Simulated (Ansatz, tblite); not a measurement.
**Sn(OMe)H3 (CH6OSn): rung by rung**

How do method and basis change the picture of Sn(OMe)H3 (CH6OSn) (singlet)?

Program: Ansatz 0.2.0, Gaussian basis. Level of theory: as each input shows. These are calculated values, not measurements.

Plan: GFN1-xTB, GFN2-xTB, PBE-D4/def2-TZVP, r2SCAN-D4/def2-TZVP, LC-ωPBE/def2-TZVP, HSE06-D4/def2-TZVP, ωB97X-V/def2-TZVP, ωB97M-V/def2-TZVP, revPBE-D4/def2-TZVP, LDA/def2-TZVP, r2SCANh-D4/def2-TZVP, LC-ωPBE(0.10)/def2-TZVP, LC-ωPBE(0.15)/def2-TZVP, LC-ωPBE(0.20)/def2-TZVP, LC-ωPBE(0.30)/def2-TZVP, PBE-D4/def2-SVP, PBE0-D4/def2-SVP, CCSD(T)/def2-TZVPP, MP2/def2-TZVP, RPA/def2-TZVP.

1 further run of the same task is left out (set aside as unsound or not needed).

## Step 1: The geometry

The geometry is that of the singlet, from an earlier relaxation (r2SCAN-D4/def2-TZVP).

9 atoms, charge 0, spin multiplicity 1.

Bond lengths: Sn1–O2 1.974 Å, Sn1–H7 1.710 Å, Sn1–H8 1.698 Å, Sn1–H9 1.710 Å, O2–C3 1.414 Å, C3–H4 1.100 Å, C3–H5 1.094 Å, C3–H6 1.100 Å. Angles: O2–Sn1–H7 107.3°, O2–Sn1–H8 103.5°, O2–Sn1–H9 107.3°, H7–Sn1–H8 113.6°, H7–Sn1–H9 111.0°, H8–Sn1–H9 113.5°, Sn1–O2–C3 117.8°, O2–C3–H4 112.5°, O2–C3–H5 108.0°, O2–C3–H6 112.5°, H4–C3–H5 107.8°, H4–C3–H6 108.0°, H5–C3–H6 107.8°.

Sn takes a core potential in the def2 sets. No spin-orbit coupling is included.

PBE0-D4/def2-TZVP was run before; its log isn't repeated, and its numbers join the tables.

## Step 2: GFN1-xTB

Tight binding, by tblite at 300 K electronic temperature and without a spin-polarisation term:

```python
tblite.interface.Calculator('GFN1-xTB', numbers, positions, charge=0, uhf=0).singlepoint()
```

Energy -340.6030 eV, HOMO -12.00 eV, LUMO -5.05 eV; 0.014 s.

## Step 3: GFN2-xTB

Tight binding, by tblite at 300 K electronic temperature and without a spin-polarisation term:

```python
tblite.interface.Calculator('GFN2-xTB', numbers, positions, charge=0, uhf=0).singlepoint()
```

Energy -308.1365 eV, HOMO -11.26 eV, LUMO -5.76 eV; 0.009 s.

## Step 4: PBE-D4/def2-TZVP

start.molden holds the orbitals of an earlier run on this state, given as this run's starting guess.

File in.yaml:

```yaml
crystal:
  periodic: [false, false, false]
  atoms:
    - {symbol: Sn, position_ang: [-0.375439, 0.603338, -1.276840]}
    - {symbol: O, position_ang: [-0.334822, 0.553440, 0.696367]}
    - {symbol: C, position_ang: [0.330952, -0.530167, 1.313942]}
    - {symbol: H, position_ang: [-0.117929, -1.501275, 1.056955]}
    - {symbol: H, position_ang: [0.253806, -0.402080, 2.397797]}
    - {symbol: H, position_ang: [1.399479, -0.569760, 1.054697]}
    - {symbol: H, position_ang: [1.246230, 0.636881, -1.817724]}
    - {symbol: H, position_ang: [-1.234684, 2.026517, -1.620302]}
    - {symbol: H, position_ang: [-1.167584, -0.816893, -1.804883]}
basis:
  gaussian: {orbitals: def2-TZVP, initial_orbitals: start.molden}
hamiltonian: {xc: pbe, dispersion: d4}
scf: {omitted_lower_state_checks: [starts]}
output: {orbitals: {seedname: orbitals}}
```

Launch:

```console
$ ansatz run in.yaml --threads 4 --pin off --events-out ev --progress --plain --max-ram 3916MiB
```

The runs that follow: r2SCAN-D4/def2-TZVP; LC-ωPBE/def2-TZVP; HSE06-D4/def2-TZVP; ωB97X-V/def2-TZVP; ωB97M-V/def2-TZVP; revPBE-D4/def2-TZVP; LDA/def2-TZVP; r2SCANh-D4/def2-TZVP; LC-ωPBE(0.10)/def2-TZVP; LC-ωPBE(0.15)/def2-TZVP; LC-ωPBE(0.20)/def2-TZVP; LC-ωPBE(0.30)/def2-TZVP; PBE-D4/def2-SVP; PBE0-D4/def2-SVP; CCSD(T)/def2-TZVPP; MP2/def2-TZVP; RPA/def2-TZVP.

**Question.** What will the summary of the whole plan be? Wanted: gap in def2-TZVP, named functionals, smallest and largest; gap over the ω; correlation energy, CCSD(T)/def2-TZVPP; correlation energy, MP2/def2-TZVP; binding an atom, CCSD(T)/def2-TZVPP; PBE0 total energy, smallest basis above largest.

**Answer**, as computed:

| quantity | value |
| --- | --- |
| gap in def2-TZVP, named functionals, smallest and largest | 4.62 eV (LDA), 11.82 eV (LC-ωPBE) |
| gap over the ω (1/bohr) | 7.58 eV at 0.1, 11.82 eV at 0.4 |
| correlation energy, CCSD(T)/def2-TZVPP | -21.89 eV |
| correlation energy, MP2/def2-TZVP | -20.02 eV |
| binding an atom, CCSD(T)/def2-TZVPP | 3.133 eV |
| PBE0 total energy, smallest basis above largest | 4.08 eV (def2-SVP, def2-TZVP) |

**Reading.** Over the named functionals in def2-TZVP the gap runs from 4.62 eV (LDA) to 11.82 eV (LC-ωPBE); exact exchange widens it. Raising the ω (1/bohr) from 0.1 to 0.4 moves the HOMO by -2.83 eV and the LUMO by +1.40 eV. The functionals in def2-TZVP miss CCSD(T)/def2-TZVPP by -0.001 (revPBE-D4) to +0.510 eV (LDA) an atom. The reference is CCSD(T) in one finite basis, so it carries an error of its own, often a tenth of an eV or more, and near misses can't be ranked.
